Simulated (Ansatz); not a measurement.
# H7NOSiSn: geometry optimisation from a Python script

What geometry does H7NOSiSn take? Wanted for H7NOSiSn: a geometry optimisation.

Program: Ansatz 0.2.0 through its Python package. Level of theory: PBE/def2-SVP. These are calculated values, not measurements.

## (1) The system

Bond lengths: O1–Sn2 1.960 Å, Sn2–N3 2.060 Å, N3–Si4 1.847 Å, O1–H5 0.928 Å, Sn2–H6 1.760 Å, Sn2–H7 1.781 Å, N3–H8 1.081 Å, Si4–H9 1.418 Å, Si4–H10 1.465 Å, Si4–H11 1.536 Å. Angles (14 of 16 angles, heavy atoms first): O1–Sn2–N3 108.4°, Sn2–N3–Si4 105.4°, O1–Sn2–H6 111.3°, O1–Sn2–H7 108.6°, N3–Sn2–H6 109.2°, N3–Sn2–H7 110.1°, Sn2–O1–H5 107.6°, Sn2–N3–H8 105.2°, Si4–N3–H8 102.0°, N3–Si4–H9 112.9°, N3–Si4–H10 108.2°, N3–Si4–H11 105.8°, H6–Sn2–H7 109.2°, H9–Si4–H10 113.9°.

h7nosisn.xyz, read by the script:

```xyz
11

O    -1.51850    1.40040    1.22850
Sn   -0.44060    1.33190   -0.40760
N    -0.36920   -0.62090   -1.05860
Si    0.62970   -1.52420    0.20610
H    -0.99820    1.06660    1.92100
H    -1.13540    2.33850   -1.67320
H     1.20140    1.91200   -0.03260
H     0.29870   -0.61150   -1.90860
H     1.88410   -0.91260    0.45890
H     0.72510   -2.92710   -0.20460
H    -0.21150   -1.51010    1.49130
```

## (2) The script

Input file opt.py:

```python
"""Geometry optimisation of H7NOSiSn."""

import itertools

import ansatz as az
from ase.data import atomic_numbers, covalent_radii
import numpy as np


def main() -> None:
    h7nosisn = az.Crystal.molecule_from_extxyz("h7nosisn.xyz")

    model = h7nosisn.calculation().basis(gaussian="def2-SVP").functional("pbe")
    symbols = [site.symbol for site in h7nosisn.cartesian_sites]
    start = np.array([site.position_ang for site in h7nosisn.cartesian_sites], dtype=float)
    def progress(event):
        if event["event"] == "relax_step":
            row = event["data"]
            print(f"step {row['step']:3d}  E = {row['lagrangian_ev']:.6f} eV  largest force component {row['allowed_force_max_ev_ang']:.4f} eV/A")


    r = model.relax(force_tolerance=0.005, max_steps=100).session().plan().execute(on_event=progress).report
    end = np.array(r["positions_ang"])

    print(f"E = {r['free_energy_ev']:.6f} eV = {r['free_energy_ev'] / 27.211386246:.7f} Ha")
    print("converged:", r["converged"], " doubts:", r["published_state_doubts"] or "none")

    # pairs closer than 1.2 times the sum of covalent radii, before or after
    radius = [covalent_radii[atomic_numbers[s]] for s in symbols]
    span = lambda where, i, j: np.linalg.norm(where[i] - where[j])
    bonded = [(i, j) for i, j in itertools.combinations(range(len(symbols)), 2) if min(span(start, i, j), span(end, i, j)) < 1.2 * (radius[i] + radius[j])]
    print("pair        before    after (A)")
    for i, j in bonded:
        print(f"{symbols[i]}{i}-{symbols[j]}{j}".ljust(10), f"{span(start, i, j):8.4f} {span(end, i, j):8.4f}")
    with open("h7nosisn_opt.xyz", "w") as handle:
        handle.write(f"{len(symbols)}\nrelaxed H7NOSiSn\n")
        handle.writelines(f"{s:2s} {x:11.6f} {y:11.6f} {z:11.6f}\n" for s, (x, y, z) in zip(symbols, end))


if __name__ == "__main__":
    main()
```

## (3) What the engine is handed

The engine receives this input:

```yaml
crystal:
  periodic: [false, false, false]
  atoms:
    - { symbol: O, position_ang: [-1.5185, 1.4004, 1.2285] }
    - { symbol: Sn, position_ang: [-0.4406, 1.3319, -0.4076] }
    - { symbol: "N", position_ang: [-0.3692, -0.6209, -1.0586] }
    - { symbol: Si, position_ang: [0.6297, -1.5242, 0.2061] }
    - { symbol: H, position_ang: [-0.9982, 1.0666, 1.921] }
    - { symbol: H, position_ang: [-1.1354, 2.3385, -1.6732] }
    - { symbol: H, position_ang: [1.2014, 1.912, -0.0326] }
    - { symbol: H, position_ang: [0.2987, -0.6115, -1.9086] }
    - { symbol: H, position_ang: [1.8841, -0.9126, 0.4589] }
    - { symbol: H, position_ang: [0.7251, -2.9271, -0.2046] }
    - { symbol: H, position_ang: [-0.2115, -1.5101, 1.4913] }
basis:
  gaussian:
    orbitals: def2-SVP
hamiltonian:
  xc: pbe
relax:
  f_tol: 0.005
  max_steps: 100
```

## (4) Running it

Command:

```
$ python opt.py
```

Q: Predict the main results. Wanted: total energy; dipole moment; moves of the relaxation; energy gained; last largest force component.

**Answer**, as computed:

| quantity | value |
| --- | --- |
| total energy | -17346.5220 eV |
| dipole moment | 0.56 D |
| moves of the relaxation | 27 |
| energy gained | 0.692 eV |
| last largest force component | 0.0019 eV/Å |

In words: The relaxation took 27 moves; the largest shift is 2.000 Å, of atom 11 (H). So large a move can change the bonding: the results belong to the relaxed structure. Caveats:
- The end point is the stationary point reached from this start; no frequency run checks that it is a minimum, and the basis set is modest.
- def2 sets replace the cores of elements past krypton by effective core potentials.
